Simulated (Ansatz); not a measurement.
# C₂H₃Cl₃Si: a ladder of functionals and wavefunction methods

The task here is to estimate one member of a computed series from the others.

The runs use Ansatz 0.2.0, Gaussian basis; functionals in def2-TZVPP, the program's frozen cores in correlated methods.

The runs, in order: LDA (SPW92), PBE-D4, revPBE-D4, BLYP-D4, r2SCAN-D4, B97M-V, PBE0-D4, B3LYP-D4, r2SCANh-D4, r2SCAN0-D4, HSE06-D4, BHLYP-D4, CAM-B3LYP-D4, LC-ωPBE, ωB97X-V, ωB97M-V, B2PLYP, PBE-QIDH; CCSD(T)/def2-SVP; CCSD(T)/def2-TZVPP; MP2/def2-QZVPP; extrapolation to the limit; RPA on PBE.

## Structure used throughout

An earlier PBE0-D4 in a triple-zeta def2 set relaxation fixed the geometry.

9 atoms, charge 0, spin multiplicity 1.

Atoms are counted from 1 here; the program's logs count them from 0.

Bond lengths: C1–C2 1.329 Å, C1–H7 1.086 Å, C1–H8 1.085 Å, C2–Si3 1.836 Å, C2–H9 1.088 Å, Si3–Cl4 2.036 Å, Si3–Cl5 2.037 Å, Si3–Cl6 2.037 Å. Angles: C2–C1–H7 121.6°, C2–C1–H8 121.8°, H7–C1–H8 116.5°, C1–C2–Si3 123.8°, C1–C2–H9 119.4°, Si3–C2–H9 116.7°, C2–Si3–Cl4 110.9°, C2–Si3–Cl5 110.3°, C2–Si3–Cl6 110.3°, Cl4–Si3–Cl5 108.8°, Cl4–Si3–Cl6 108.8°, Cl5–Si3–Cl6 107.7°.

Set-up of the first run:

The input, in.yaml:

```yaml
crystal:
  periodic: [false, false, false]
  atoms:
    - {symbol: C, position_ang: [-0.472610, -0.383942, 1.480974]}
    - {symbol: C, position_ang: [0.370425, 0.212241, 0.644617]}
    - {symbol: Si, position_ang: [0.200871, 0.167144, -1.183365]}
    - {symbol: Cl, position_ang: [-1.437071, -0.908973, -1.735762]}
    - {symbol: Cl, position_ang: [1.853143, -0.675510, -2.026103]}
    - {symbol: Cl, position_ang: [0.023644, 2.056734, -1.923844]}
    - {symbol: H, position_ang: [-0.337853, -0.334022, 2.557140]}
    - {symbol: H, position_ang: [-1.330523, -0.945376, 1.125182]}
    - {symbol: H, position_ang: [1.218474, 0.765406, 1.043964]}
basis:
  gaussian: {orbitals: def2-TZVPP}
hamiltonian: {xc: lda}
output: {orbitals: {seedname: orbitals}}
```

Command:

```sh
> ansatz run in.yaml --threads 4 --pin off --events-out ev --progress --plain --max-ram 10444MiB
```

Among the steps run: LDA; PBE-D4 (GGA); revPBE-D4 (GGA); BLYP-D4 (GGA); r2SCAN-D4 (meta-GGA); B97M-V (meta-GGA); B3LYP-D4 (hybrid); r2SCANh-D4 (hybrid); r2SCAN0-D4 (hybrid); HSE06-D4 (hybrid); BHLYP-D4 (hybrid); CAM-B3LYP-D4 (range-separated); LC-ωPBE (range-separated); ωB97X-V (range-separated); ωB97M-V (range-separated); B2PLYP (double hybrid); PBE-QIDH (double hybrid).

One table of the session follows, with a row left open; its other results are not shown here.

It belongs to the step «Orbital energies across the functionals». 

```
  functional  HOMO (eV)  gap (eV)
 LDA (SPW92)      -7.63      5.20
      PBE-D4      -7.44      5.27
   revPBE-D4      -7.37      5.29
     BLYP-D4      -7.24      5.24
   r2SCAN-D4      -7.70      5.71
      B97M-V      -7.69      5.79
     PBE0-D4      -8.62      7.43
    B3LYP-D4      -8.36      6.97
  r2SCANh-D4      -8.14      6.51
  r2SCAN0-D4      -8.79      7.70
    HSE06-D4          ?         ?
    BHLYP-D4      -9.59      9.52
CAM-B3LYP-D4      -9.95      9.93
     LC-ωPBE     -11.41     12.52
     ωB97X-V     -10.98     12.03
     ωB97M-V     -10.86     11.79
```

**Question.** Estimate the row for HSE06-D4.

**Answer.** HOMO (eV): -8.22; gap (eV): 6.64. In the column «HOMO (eV)» it lies between B3LYP-D4 (-8.36) and r2SCANh-D4 (-8.14).
